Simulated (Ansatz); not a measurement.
# doublet C4H4Si+: levels of theory compared

We compute a comparison of 6 runs (UHF/3-21G, UB2PLYP/cc-pVDZ, UBHLYP/cc-pVDZ, UBLYP/cc-pVDZ, RPA@PBE/cc-pVDZ, UCCSD/cc-pVDZ) of doublet C4H4Si+. 

Program for the calculation: Ansatz 0.2.0.

42 further runs of the same task are left out: 42 set aside as unsound or not needed.

## (1) Starting point

C4H4Si+ has 9 atoms, charge +1, and is taken as a doublet. SMILES of the parent species: `C#C[SiH2]C#C`. The coordinates come from a PBE0-D4/def2-TZVP relaxation. That shape belongs to the parent species and isn't relaxed for this state.

Bond lengths: C1–C2 1.205 Å, C2–Si3 1.821 Å, Si3–C4 1.821 Å, C4–C5 1.206 Å, C1–H6 1.066 Å, Si3–H7 1.481 Å, Si3–H8 1.481 Å, C5–H9 1.066 Å. Angles: C1–C2–Si3 179.3°, C2–Si3–C4 109.7°, Si3–C4–C5 179.3°, C2–C1–H6 179.8°, C2–Si3–H7 109.3°, C2–Si3–H8 109.3°, C4–Si3–H7 109.3°, C4–Si3–H8 109.3°, C4–C5–H9 179.8°, H7–Si3–H8 109.9°.

## (2) The energy at UHF/3-21G (run 1)

Input file run.yaml:

```yaml
basis:
  gaussian:
    orbitals: 3-21G.json
crystal:
  periodic: [false, false, false]
  atoms:
    - {symbol: C, position_ang: [1.986100, -0.068000, 1.693000]}
    - {symbol: C, position_ang: [1.245000, -0.318200, 0.775800]}
    - {symbol: Si, position_ang: [0.139500, -0.713800, -0.616400]}
    - {symbol: C, position_ang: [-1.252900, 0.459600, -0.648400]}
    - {symbol: C, position_ang: [-2.180600, 1.228700, -0.681700]}
    - {symbol: H, position_ang: [2.639600, 0.155600, 2.505100]}
    - {symbol: H, position_ang: [0.896100, -0.611400, -1.885800]}
    - {symbol: H, position_ang: [-0.384600, -2.089300, -0.450100]}
    - {symbol: H, position_ang: [-2.999800, 1.910300, -0.708600]}
total_charge: 1
magnetization:
  spin_polarized: true
  initial_magnetization: 1
hamiltonian:
  xc: hf
accuracy: high
output: {orbitals: {seedname: orbitals}}
```

The basis set 3-21G is read from a file made from the Basis Set Exchange's data (not shown).

On the command line:

```
$ ansatz run run.yaml --threads 1 --pin off --max-ram 3480MiB --events-out events.jsonl --progress --plain --runs-dir runs
```

What it wrote, cut to the lines that bear on the results:

```text
Warning: RAYON_NUM_THREADS=1 ignored (pool sized by the plan → 1); use --threads N
Functional definition: HF
  name "HF"
[...]
1297 factors; integrals over basis functions are off by at most 7.9e-9 eV
[...]
mean field -11969.91429244 eV, -439.8862367480 hartree, gradient 4.9e-8 eV, S^2 0.756808; 7 other end points of the search recorded, 0 dependent functions left out
reference -11969.91429244 eV, -439.8862367480 hartree; 21, 20 occupied and 36, 37 virtual orbitals, 1297 factors
Total energy: -11969.91429244 eV, -439.8862367480 hartree
```

It took 3.6 s on 1 thread of AMD EPYC 9R45 (Zen 5), shared host; peak memory 0.21 GiB.

## (3) The energy at UB2PLYP/cc-pVDZ (run 2)

Input file input.yaml:

```yaml
crystal:
  periodic: [false, false, false]
  atoms:
    - {symbol: C, position_ang: [1.986100, -0.068000, 1.693000]}
    - {symbol: C, position_ang: [1.245000, -0.318200, 0.775800]}
    - {symbol: Si, position_ang: [0.139500, -0.713800, -0.616400]}
    - {symbol: C, position_ang: [-1.252900, 0.459600, -0.648400]}
    - {symbol: C, position_ang: [-2.180600, 1.228700, -0.681700]}
    - {symbol: H, position_ang: [2.639600, 0.155600, 2.505100]}
    - {symbol: H, position_ang: [0.896100, -0.611400, -1.885800]}
    - {symbol: H, position_ang: [-0.384600, -2.089300, -0.450100]}
    - {symbol: H, position_ang: [-2.999800, 1.910300, -0.708600]}
basis:
  gaussian:
    orbitals: cc-pVDZ
total_charge: 1
magnetization:
  spin_polarized: true
  initial_magnetization: 1
hamiltonian:
  xc: {name: B2PLYP}
correlation:
  frozen_orbitals: {C: 1, H: 0, Si: 5}
accuracy: high
output: {orbitals: {seedname: orbitals}}
```

On the command line:

```
$ ansatz run input.yaml --threads 1 --pin off --max-ram 3480MiB --events-out events.jsonl --progress --plain --runs-dir runs
```

What it wrote, cut to the lines that bear on the results:

```text
Warning: RAYON_NUM_THREADS=1 ignored (pool sized by the plan → 1); use --threads N
Functional definition: B2PLYP
  name "B2PLYP"
[...]
2067 factors; integrals over basis functions are off by at most 4.4e-9 eV
[...]
mean field -12063.71928634 eV, -443.3335066906 hartree, gradient 3.1e-8 eV, S^2 0.763291; 8 other end points of the search recorded, 0 dependent functions left out
9 core orbitals not correlated: weight in the atoms' cores, before any rotation towards them, 1.000 or more for the frozen orbitals, at most 0.000 for the correlated occupied ones
reference -12063.71931518 eV, -443.3335077503 hartree; 12, 11 occupied and 73, 74 virtual orbitals, 2067 factors
second order -19.74355748 eV of doubles, -0.00000000 eV of singles
Total energy: -12069.05007570 eV, -443.5294095860 hartree
```

Wall time 28 s (1 thread of AMD EPYC 9R45 (Zen 5), shared host); peak memory 0.55 GiB.

## (4) The energy at UBHLYP/cc-pVDZ (run 3)

Input file job.yaml:

```yaml
basis:
  gaussian: {orbitals: cc-pVDZ}
crystal:
  periodic: [false, false, false]
  atoms:
    - {symbol: C, position_ang: [1.986100, -0.068000, 1.693000]}
    - {symbol: C, position_ang: [1.245000, -0.318200, 0.775800]}
    - {symbol: Si, position_ang: [0.139500, -0.713800, -0.616400]}
    - {symbol: C, position_ang: [-1.252900, 0.459600, -0.648400]}
    - {symbol: C, position_ang: [-2.180600, 1.228700, -0.681700]}
    - {symbol: H, position_ang: [2.639600, 0.155600, 2.505100]}
    - {symbol: H, position_ang: [0.896100, -0.611400, -1.885800]}
    - {symbol: H, position_ang: [-0.384600, -2.089300, -0.450100]}
    - {symbol: H, position_ang: [-2.999800, 1.910300, -0.708600]}
total_charge: 1
accuracy: high
hamiltonian: {xc: {name: BHLYP}}
output: {orbitals: {seedname: orbitals}}
magnetization: {spin_polarized: true, initial_magnetization: 1}
```

On the command line:

```
$ ansatz run job.yaml --threads 1 --pin off --max-ram 3480MiB --events-out events.jsonl --progress --plain --runs-dir runs
```

What it wrote:

```text
Warning: RAYON_NUM_THREADS=1 ignored (pool sized by the plan → 1); use --threads N
Functional definition: BHLYP
  name "BHLYP"
  parameter a = 0.5
  exchange = (1 - a)*b88_x + a*exact_x
  correlation = lyp_c
2067 factors; integrals over basis functions are off by at most 4.4e-9 eV
mean field evaluation 1: about -12065.6143 eV, gradient 3.7e1 eV
mean field evaluation 2: about -12067.1976 eV, gradient 3.4e1 eV
mean field evaluation 4: about -12074.1434 eV, gradient 2.7e0 eV
mean field evaluation 8: about -12074.3118 eV, gradient 3.3e-1 eV
mean field evaluation 16: about -12074.3158 eV, gradient 5.4e-3 eV
mean field evaluation 32: about -12074.3158 eV, gradient 2.4e-4 eV
mean field evaluation 64: about -12074.2126 eV, gradient 6.7e-1 eV
mean field -12074.31583621 eV, -443.7229227156 hartree, gradient 2.9e-8 eV, S^2 0.761442; 6 other end points of the search recorded, 0 dependent functions left out
reference -12074.31586699 eV, -443.7229238466 hartree; 21, 20 occupied and 73, 74 virtual orbitals, 2067 factors
Total energy: -12074.31586699 eV, -443.7229238466 hartree
```

Run time: 13 s. Hardware: 1 thread of AMD EPYC 9R45 (Zen 5), shared host; peak memory 0.48 GiB.

Runs 4 to 5 aren't shown in full; the table further down has their settings and results.

## (5) The energy at UCCSD/cc-pVDZ (run 6)

Changes to job.yaml since step 4:

```diff
@@ -1,3 +1 @@
-basis:
-  gaussian: {orbitals: cc-pVDZ}
 crystal:
@@ -14,6 +12,14 @@
     - {symbol: H, position_ang: [-2.999800, 1.910300, -0.708600]}
+basis:
+  gaussian:
+    orbitals: cc-pVDZ
+magnetization:
+  spin_polarized: true
+  initial_magnetization: 1
+correlation:
+  method: ccsd
+  frozen_orbitals: {C: 1, H: 0, Si: 5}
+accuracy: high
 total_charge: 1
-accuracy: high
-hamiltonian: {xc: {name: BHLYP}}
-output: {orbitals: {seedname: orbitals}}
-magnetization: {spin_polarized: true, initial_magnetization: 1}
+scf:
+  omitted_lower_state_checks: [cluster_reference, increment]
```

On the command line:

```
$ ansatz run job.yaml --threads 1 --pin off --max-ram 3480MiB --events-out events.jsonl --progress --plain --runs-dir runs
```

What it wrote:

```text
Warning: RAYON_NUM_THREADS=1 ignored (pool sized by the plan → 1); use --threads N
[... 20 lines left out ...]
9 core orbitals not correlated: weight in the atoms' cores, before any rotation towards them, 1.000 or more for the frozen orbitals, at most 0.000 for the correlated occupied ones
[... 64 lines left out ...]
Total energy: -12051.12177227 eV, -442.8705565873 hartree
Checks for a lower state left out: cluster_reference, increment
```

Run time: 61 s. Hardware: 1 thread of AMD EPYC 9R45 (Zen 5), shared host; peak memory 1.2 GiB.

## (6) The series

```tsv
run	level	frozen core orbitals	energy (Eh)	HOMO energy (eV)	LUMO energy (eV)	⟨S²⟩	wall time
1	UHF/3-21G	–	-439.886237	-15.00	-8.45	0.757	3.6 s
2	UB2PLYP/cc-pVDZ	9	-443.529410	-13.39	-11.07	0.763	28 s
3	UBHLYP/cc-pVDZ	–	-443.722924	-13.60	-11.38	0.761	13 s
4	UBLYP/cc-pVDZ	–	-443.778527	-12.52	-12.26	0.752	6.9 s
5	RPA@PBE/cc-pVDZ	9	-443.181598	–	–	0.752	15 s
6	UCCSD/cc-pVDZ	9	-442.870557	–	–	0.756	61 s
```

## (7) Results

| quantity | value |
| --- | --- |
| run 6: total energy | -442.87056 Eh |
| run 6: correlation energy (9 core orbitals frozen) | -588.2 mEh |
| run 6: ⟨S²⟩ of the reference determinant | 0.756 |
| run 6: T1 diagnostic | 0.045 |

In words: Totals of different functionals can't be ranked against each other. All runs together took 2.1 min, the longest 61 s.
